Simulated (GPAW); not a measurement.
The system is NiMoIrPdW.

```
CELL_PARAMETERS angstrom
2.76616 0.00000 0.00000
-1.38308 2.39557 0.00000
0.00000 0.00000 11.02292
ATOMIC_POSITIONS crystal
Ni 0.33333 0.66667 0.59712
Mo 0.00000 0.00000 0.41074
Pd 0.66666 0.33334 0.79520
Ir 0.66666 0.33334 0.19960
W 0.33333 0.66667 0.99734
```

The cell was built by a generator and needn't be a form met in nature.

Base run:

| Item | Value |
| --- | --- |
| Program | GPAW 26.7.0 |
| Functional | AM05 |
| Potentials or basis | PAW data sets generated in the run's folder for this functional |
| Cutoff | 600 eV |
| Basis | pw |
| k mesh | 8 × 8 × 2 |
| Occupations | fermi-dirac, width 0.05 eV |
| Spin | collinear spin, ferromagnetic start |
| Starting moments | [1.0, 1.0, 0.0, 0.6, 0.0] μB |

Its results: pressure -10.4 GPa; net moment 0.00 μB per cell; largest force 0.141 eV/Å.

Q: The run is repeated on the same cell with these changes: functional from AM05 to PW91. What comes out?

A: Pressure 0.2 GPa; net moment 0.00 μB per cell; largest force 0.047 eV/Å.

PW91 binds less tightly than AM05, so the same cell stands under more pressure.

Caveats: the stock nickel data set gives pressures a few GPa off other programs.
